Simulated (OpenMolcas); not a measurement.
# C5H12Si (SMILES C=C[Si](C)(C)C) at 6 levels

Wanted: a comparison of 6 runs (HF/3-21G, B2PLYP/6-31G*, BHLYP/6-31G*, M06-L/6-31G*, PBE0/6-31G*, r2SCAN/6-31G*) of C5H12Si. 

Program for the calculation: OpenMolcas 26.06.

1 further run of the same task is left out (set aside as unsound or not needed).

### 1 The system as given

The species is C5H12Si (18 atoms), meant as a singlet with charge 0. As SMILES, `C=C[Si](C)(C)C`. Geometry: relaxed at PBE0-D4/def2-TZVP. This is one conformer, not always the lowest.

Some bond lengths: C1–C2 1.330 Å, C2–Si3 1.869 Å, Si3–C4 1.873 Å, Si3–C5 1.875 Å, Si3–C6 1.875 Å, C1–H7 1.087 Å, C1–H8 1.087 Å, C2–H9 1.091 Å, C4–H10 1.093 Å, C4–H11 1.093 Å, C4–H12 1.093 Å, C5–H13 1.093 Å, C5–H14 1.094 Å, C5–H15 1.093 Å, C6–H16 1.093 Å, C6–H17 1.093 Å. Some angles: C1–C2–Si3 124.8°, C2–Si3–C4 109.7°, C2–Si3–C5 108.9°, C2–Si3–C6 108.9°, C4–Si3–C5 110.1°, C4–Si3–C6 110.1°, C5–Si3–C6 109.2°, C1–C2–H9 117.2°, Si3–C2–H9 118.0°, C2–C1–H7 122.5°.

### 2 Energy and forces at HF/3-21G (run 1)

File test.input:

```
&GATEWAY
 BASLIB=$CurrDir
 COORD
 18
 angstrom
 C       -2.463470      -0.560850       0.441110
 C       -1.600000       0.041460      -0.372240
 Si       0.250010       0.097990      -0.111240
 C        0.693770      -0.817270       1.461280
 C        0.791320       1.889350       0.012330
 C        1.095130      -0.702450      -1.581740
 H       -3.533840      -0.570330       0.252000
 H       -2.138230      -1.076560       1.340760
 H       -2.008990       0.536650      -1.254490
 H        0.218540      -0.365270       2.335650
 H        1.775050      -0.792910       1.621980
 H        0.389440      -1.865980       1.413780
 H        0.321910       2.383320       0.866720
 H        1.875770       1.963820       0.132240
 H        0.516990       2.446350      -0.887640
 H        0.807560      -1.752570      -1.676110
 H        0.825840      -0.197420      -2.513330
 H        2.183160      -0.657310      -1.481070
 BASIS=3-21G
 GROUP=NoSym

&SEWARD

&SCF
 THRESHOLDS=1e-10 1e-07 1e-07 1e-05
 PRORBITALS=1 2

&ALASKA
```

The basis set 3-21G is read from a file made from the Basis Set Exchange's data (not shown).

On the command line:

```sh
$ export MOLCAS_MEM=1860
$ pymolcas test.input > test.log
```

Output:

```text
--- Start Module: gateway ---
[...]
--- Stop Module: gateway /rc=_RC_ALL_IS_WELL_ ---
[...]
      Basis functions           82
[...]
--- Start Module: scf ---
[...]
       Convergence after  12 Iterations
[...]
::    Total SCF energy                               -482.6724412138
[...]
      Total spin, S                                     0.0000000000
[...]
      Total electronic charge=   56.000000
      Total            charge=   -0.000000
[...]
      Dipole Moment (debye):
      Origin of the operator (angstrom)=   -0.0955    0.0100   -0.0343
                   X= -5.3568E-02               Y= -4.8117E-02               Z=  6.8026E-02           Total=  9.9058E-02
      Quadrupole Moment (debye*angstrom):
[...]
--- Stop Module: scf /rc=_RC_ALL_IS_WELL_ ---
[...]
--- Start Module: alaska ---
[...]
 *              Molecular gradients               *
 **************************************************
  Irreducible representation: a
 ------------------------------------------------------------------------------------------
                              X                       Y                       Z
 ------------------------------------------------------------------------------------------
  C1               -1.29901048281589E-03   -8.05572717764935E-04    1.07111127591875E-03
  C2                2.45667952505002E-02    2.29185342265459E-03    9.50806758032385E-04
  SI3               3.62251771029376E-03   -3.23944150193767E-04    1.21977042237809E-03
  C4               -5.51157219297504E-03    9.62188744411430E-03   -1.66819939152614E-02
  C5               -6.31857251605661E-03   -1.85571837454361E-02   -1.40644369073012E-03
  C6               -9.47105268634818E-03    8.29558776878070E-03    1.50947931535264E-02
  H7               -8.25461034203290E-03    1.85802513523431E-04   -1.89032902363861E-03
  H8                3.72640584005085E-03   -3.86330208316021E-03    6.98213436765593E-03
[...]
--- Stop Module: alaska /rc=_RC_ALL_IS_WELL_ ---
[...]
```

Wall time 6.3 s (1 thread of Arm Neoverse V1, shared host); peak memory 0.46 GiB.

### 3 The energy at B2PLYP/6-31G(d) (spherical functions) (run 2)

File geom.xyz:

```xyz
18

C     -2.463470    -0.560850     0.441110
C     -1.600000     0.041460    -0.372240
Si     0.250010     0.097990    -0.111240
C      0.693770    -0.817270     1.461280
C      0.791320     1.889350     0.012330
C      1.095130    -0.702450    -1.581740
H     -3.533840    -0.570330     0.252000
H     -2.138230    -1.076560     1.340760
H     -2.008990     0.536650    -1.254490
H      0.218540    -0.365270     2.335650
H      1.775050    -0.792910     1.621980
H      0.389440    -1.865980     1.413780
H      0.321910     2.383320     0.866720
H      1.875770     1.963820     0.132240
H      0.516990     2.446350    -0.887640
H      0.807560    -1.752570    -1.676110
H      0.825840    -0.197420    -2.513330
H      2.183160    -0.657310    -1.481070
```

File job.input:

```
>>> EXPORT MOLCAS_PRINT=2
&GATEWAY
BASLIB=$CurrDir
COORD=geom.xyz
BASIS=6-31Gs
GROUP=NoSym
&SEWARD
GRIDINPUT
Grid=UltraFine
End of Grid
&SCF
KSDFT=B2PLYP_SCF
THRESHOLDS=1e-10 1e-07 1e-07 1e-05
PRORBITALS=1 2
&MBPT2
FROZEN=10
```

The basis set 6-31G* is read from a file made from the Basis Set Exchange's data (not shown).

On the command line:

```sh
$ export MOLCAS_MEM=1860
$ pymolcas job.input > job.log
```

Output:

```text
--- Start Module: gateway ---
[...]
--- Stop Module: gateway /rc=_RC_ALL_IS_WELL_ ---
[...]
      Basis functions          112
[...]
--- Start Module: scf ---
[...]
       Convergence after  13 Iterations
[...]
::    Total KS-DFT energy                            -486.5965263859
[...]
      Total spin, S                                     0.0000000000
[...]
      Total electronic charge=   56.000000
      Total            charge=   -0.000000
[...]
      Dipole Moment (debye):
      Origin of the operator (angstrom)=   -0.0955    0.0100   -0.0343
                   X=  6.3791E-02               Y= -1.1243E-02               Z=  3.0536E-02           Total=  7.1611E-02
      Quadrupole Moment (debye*angstrom):
[...]
--- Stop Module: scf /rc=_RC_ALL_IS_WELL_ ---
[...]
--- Start Module: mbpt2 ---
[...]
 ###    WARNING: MP2 implementation intended for RHF references only         ###
 ###############################################################################
MBPT2 WARNING: Reference function according to RunFile:KS-DFT
I'll assume you know what you're doing and continue
WARNING!
Default frozen orbitals as non valence orbitals is overwritten by user input.
Default values:   7
[...]
       Reference weight ( Cref**2 )         =        0.70991
::    Total MBPT2 energy                             -487.4849264191
[...]
      Total MBPT2 calculations                           0.74      0.83
--- Stop Module: mbpt2 /rc=_RC_ALL_IS_WELL_ ---
[...]
```

It took 59 s on 1 thread of Arm Neoverse V1, shared host; peak memory 0.67 GiB.

### 4 Energy and forces at BHLYP/6-31G(d) (spherical functions) (run 3)

File test.input:

```
* C5H12Si Kohn-Sham DFT

&gateway
  baslib
  $CurrDir
  coord
  18
  angstrom
  C       -2.463470      -0.560850       0.441110
  C       -1.600000       0.041460      -0.372240
  Si       0.250010       0.097990      -0.111240
  C        0.693770      -0.817270       1.461280
  C        0.791320       1.889350       0.012330
  C        1.095130      -0.702450      -1.581740
  H       -3.533840      -0.570330       0.252000
  H       -2.138230      -1.076560       1.340760
  H       -2.008990       0.536650      -1.254490
  H        0.218540      -0.365270       2.335650
  H        1.775050      -0.792910       1.621980
  H        0.389440      -1.865980       1.413780
  H        0.321910       2.383320       0.866720
  H        1.875770       1.963820       0.132240
  H        0.516990       2.446350      -0.887640
  H        0.807560      -1.752570      -1.676110
  H        0.825840      -0.197420      -2.513330
  H        2.183160      -0.657310      -1.481070
  basis
  6-31Gs
  group
  NoSym

&seward
  gridinput
  Grid=UltraFine
  End of Grid

&scf
  ksdft
  HYB_GGA_XC_BHANDHLYP
  thresholds
  1e-10 1e-07 1e-07 1e-05
  prorbitals
  1 1

&alaska
```

The basis set 6-31G* is read from a file made from the Basis Set Exchange's data (not shown).

On the command line:

```sh
$ export MOLCAS_MEM=1860
$ pymolcas test.input > test.log
```

Output:

```text
--- Start Module: gateway ---
[...]
--- Stop Module: gateway /rc=_RC_ALL_IS_WELL_ ---
[...]
      Basis functions          112
[...]
--- Start Module: scf ---
[...]
       Convergence after  13 Iterations
[...]
::    Total KS-DFT energy                            -487.1050621509
[...]
      Total spin, S                                     0.0000000000
[...]
      Total electronic charge=   56.000000
      Total            charge=   -0.000000
[...]
      Dipole Moment (debye):
      Origin of the operator (angstrom)=   -0.0955    0.0100   -0.0343
                   X=  7.4322E-02               Y= -8.6289E-03               Z=  2.8293E-02           Total=  7.9992E-02
      Quadrupole Moment (debye*angstrom):
[...]
--- Stop Module: scf /rc=_RC_ALL_IS_WELL_ ---
[...]
--- Start Module: alaska ---
[...]
 *              Molecular gradients               *
 **************************************************
  Irreducible representation: a
 ------------------------------------------------------------------------------------------
                              X                       Y                       Z
 ------------------------------------------------------------------------------------------
  C1                1.30574414609441E-03    7.09748969102364E-04   -8.93834195343501E-04
  C2                3.94503144066816E-03   -7.23584448281134E-04    1.91345261559395E-03
  SI3               2.53914601202609E-03   -1.50028087951726E-04    7.37451610324458E-04
  C4               -1.65106646969893E-03    2.24953005772655E-03   -3.96696251085427E-03
  C5               -1.60285795999959E-03   -4.21195858218937E-03   -3.49102780948241E-04
  C6               -2.32348268997118E-03    1.88944925240131E-03    3.38854059976246E-03
  H7               -4.17934757249849E-03    3.10582259685221E-04   -1.31325017698891E-03
  H8                2.09160950462695E-03   -2.08585672063766E-03    3.78545302176736E-03
[...]
--- Stop Module: alaska /rc=_RC_ALL_IS_WELL_ ---
[...]
```

It took 2.1 min on 1 thread of Arm Neoverse V1, shared host; peak memory 0.67 GiB.

Runs 4 to 5 aren't shown in full; the table further down has their settings and results.

### 5 Energy and forces at r2SCAN/6-31G(d) (spherical functions) (run 6)

File job.input:

```
* C5H12Si Kohn-Sham DFT
&GATEWAY
BasLib=$CurrDir
Coord
18
angstrom
C       -2.463470      -0.560850       0.441110
C       -1.600000       0.041460      -0.372240
Si       0.250010       0.097990      -0.111240
C        0.693770      -0.817270       1.461280
C        0.791320       1.889350       0.012330
C        1.095130      -0.702450      -1.581740
H       -3.533840      -0.570330       0.252000
H       -2.138230      -1.076560       1.340760
H       -2.008990       0.536650      -1.254490
H        0.218540      -0.365270       2.335650
H        1.775050      -0.792910       1.621980
H        0.389440      -1.865980       1.413780
H        0.321910       2.383320       0.866720
H        1.875770       1.963820       0.132240
H        0.516990       2.446350      -0.887640
H        0.807560      -1.752570      -1.676110
H        0.825840      -0.197420      -2.513330
H        2.183160      -0.657310      -1.481070
Basis=6-31Gs
Group=NoSym
&SEWARD
GridInput
Grid=UltraFine
End of Grid
&SCF
KSDFT=2
1.0 MGGA_X_R2SCAN
1.0 MGGA_C_R2SCAN
Thresholds=1e-10 1e-07 1e-07 1e-05
PrOrbitals=1 1
&ALASKA
```

The basis set 6-31G* is read from a file made from the Basis Set Exchange's data (not shown).

On the command line:

```sh
$ export MOLCAS_MEM=1860
$ pymolcas job.input > job.log
```

Output:

```text
--- Start Module: gateway ---
[...]
--- Stop Module: gateway /rc=_RC_ALL_IS_WELL_ ---
[...]
      Basis functions          112
[...]
--- Start Module: scf ---
[...]
       Convergence after  14 Iterations
[...]
::    Total KS-DFT energy                            -487.0735760890
[...]
      Total spin, S                                     0.0000000000
[...]
      Total electronic charge=   56.000000
      Total            charge=   -0.000000
[...]
      Dipole Moment (debye):
      Origin of the operator (angstrom)=   -0.0955    0.0100   -0.0343
                   X=  1.7410E-01               Y=  1.4842E-02               Z=  9.0774E-03           Total=  1.7496E-01
      Quadrupole Moment (debye*angstrom):
[...]
--- Stop Module: scf /rc=_RC_ALL_IS_WELL_ ---
[...]
--- Start Module: alaska ---
[...]
 *              Molecular gradients               *
 **************************************************
  Irreducible representation: a
 ------------------------------------------------------------------------------------------
                              X                       Y                       Z
 ------------------------------------------------------------------------------------------
  C1                6.55549580335446E-03    4.23300412475580E-03   -5.61564837880457E-03
  C2               -7.42630075071204E-03   -4.43570920513059E-03    5.77268138391673E-03
  SI3               2.21852509898612E-03    1.14209322252146E-04    2.43882250635041E-04
  C4               -2.64700525391959E-04    1.29225105371944E-06   -5.23317117568922E-05
  C5               -2.84490335966225E-04   -2.35834645357258E-04    3.04364764912579E-05
  C6               -3.22557295786119E-04    3.87330420972276E-05    1.85311810817268E-04
  H7                3.45136529191503E-03    3.91638961066254E-04    1.41209063401204E-05
  H8               -5.69771762708449E-04    1.55451390252859E-03   -2.63633691050824E-03
[...]
--- Stop Module: alaska /rc=_RC_ALL_IS_WELL_ ---
[...]
```

It took 2.6 min on 1 thread of Arm Neoverse V1, shared host; peak memory 0.67 GiB.

### 6 All runs side by side

| run | level | task | frozen core orbitals | energy (Eh) | dipole moment (D) | HOMO energy (eV) | LUMO energy (eV) | wall time |
| --- | --- | --- | --- | --- | --- | --- | --- | --- |
| 1 | HF/3-21G | gradient | – | -482.672441 | 0.10 | -9.96 | 4.41 | 6.3 s |
| 2 | B2PLYP/6-31G* (spherical functions) | energy | 10 | -486.836394 | 0.07 | -8.24 | 1.89 | 59 s |
| 3 | BHLYP/6-31G* (spherical functions) | gradient | – | -487.105062 | 0.08 | -8.32 | 1.55 | 2.1 min |
| 4 | M06-L/6-31G* (spherical functions) | gradient | – | -487.195520 | 0.18 | -6.39 | -0.48 | 2.6 min |
| 5 | PBE0/6-31G* (spherical functions) | gradient | – | -486.863891 | 0.14 | -7.33 | 0.37 | 2 min |
| 6 | r2SCAN/6-31G* (spherical functions) | gradient | – | -487.073576 | 0.17 | -6.41 | -0.50 | 2.6 min |

### 7 What came out

| quantity | value |
| --- | --- |
| run 6: total energy | -487.07358 Eh |
| run 6: dipole moment | 0.17 D |
| run 6: HOMO energy | -6.41 eV |
| run 6: LUMO energy | -0.50 eV |
| run 6: HOMO–LUMO gap | 5.91 eV |
| run 6: largest force on an atom | 0.535 eV/Å |

**Reading.** The dipole moment (its size) runs from 0.07 D (B2PLYP/6-31G*) to 0.18 D (M06-L/6-31G*). A double hybrid's value is that of its SCF part. The HOMO–LUMO gap runs from 5.91 eV (M06-L/6-31G*) to 14.37 eV (HF/3-21G). The two ends differ in method and basis. For B2PLYP the log adds the whole second-order term; the table takes 0.27 of it, as the functional is defined. Totals of different functionals can't be ranked against each other. All runs together took 10 min, the longest 2.6 min.
